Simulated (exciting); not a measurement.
Input of an exciting (release sodium) run:

File input.xml:

```xml
<input>
  <title>Al</title>
  <structure speciespath="./" tshift="false">
    <crystal scale="1">
      <basevect>8.487893861369 0.000000000000 0.000000000000</basevect>
      <basevect>-4.243946930685 7.350732268614 0.000000000000</basevect>
      <basevect>0.000000000000 0.000000000000 5.144968346906</basevect>
    </crystal>
    <species speciesfile="Al.xml" rmt="2">
      <atom coord="0.333330000000 0.666670000000 0.000000000000"/>
      <atom coord="0.666670000000 0.333330000000 0.000000000000"/>
    </species>
  </structure>
  <groundstate do="fromscratch" ngridk="7 7 10" rgkmax="7.5" gmaxvr="14" lmaxapw="10" lmaxmat="10" lmaxvr="8" xctype="GGA_PBE_SOL" stype="Fermi Dirac" swidth="0.00183747" nempty="10" ValenceRelativity="iora*" epsengy="1e-05" epspot="1e-05" maxscl="60" tforce="true" outputlevel="normal"/>
</input>
```

Potentials or basis: all-electron LAPW+lo, shipped species files, valence relativity iora*.

Run with:

```bash
$ OMP_NUM_THREADS=1 exciting_smp
```

Q: Estimate the band gap on the k mesh.

A: None (metal or under the smearing width).
